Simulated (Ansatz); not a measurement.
# P: the cost of one run

Method: DFT PBEsol+D3(BJ), scalar-relativistic, plane waves, PAW, in Ansatz 0.2.0.

3 further runs of the same task are left out: 3 set aside as unsound or not needed.

**1. Starting point**

Symmetry: Cmce, No. 64, orthorhombic system. Conventional cell: a = 3.349 Å, b = 9.896 Å, c = 3.830 Å, α = 90.00°, β = 90.00°, γ = 90.00°. P (site symmetry m) has 3 P at 2.23 to 2.24 Å in its first shell of neighbours.

Coordinates:

```xyz
4
Lattice="1.6746 -4.9478 0.0000 1.6746 4.9478 0.0000 0.0000 0.0000 3.8298" Properties=species:S:1:pos:R:3 pbc="T T T"
P     1.6746    3.8477    3.6117
P     1.6746   -1.1001    2.1330
P     1.6746   -3.8477    0.2181
P     1.6746    1.1001    1.6968
```

This cell was relaxed beforehand with the same method: volume 15.87 Å³/atom, gap on the mesh none (metal).

**2. The undisturbed cell**

File input.yaml:

```yaml
crystal:
  lattice:
    - [1.6745702558, -4.947778324, 0.0]
    - [1.6745702558, 4.947778324, 0.0]
    - [0.0, 0.0, 3.8298056668]
  atoms:
    - { symbol: P, position: [0.1111676005, 0.8888323995, 0.9430552481] }
    - { symbol: P, position: [0.6111676005, 0.3888323995, 0.5569447519] }
    - { symbol: P, position: [0.8888323995, 0.1111676005, 0.0569447519] }
    - { symbol: P, position: [0.3888323995, 0.6111676005, 0.4430552481] }
basis:
  ecutwfc: 420
kpoints:
  mp_grid: { grid: [16, 16, 12] }
hamiltonian:
  xc: pbesol
  dispersion: d3bj
scf:
  occupations: { method: gaussian, width: 0.15 }
output:
  forces: true
  stress: true
  eigenvalues: true
  write_density: true
  write_potential: true
  elf: true
  volumetric_format: npy
```

Command:

```sh
$ ansatz run input.yaml --threads 1 --pin off --max-ram 2560MiB --backend cpu --events-out ev --progress --plain --runs-dir out
```

**Question.** How long does this run take on 1 thread of Intel Xeon Platinum 8488C (Sapphire Rapids), shared host, and how much memory does it need?

About 29 s, with a peak of 0.65 GiB.
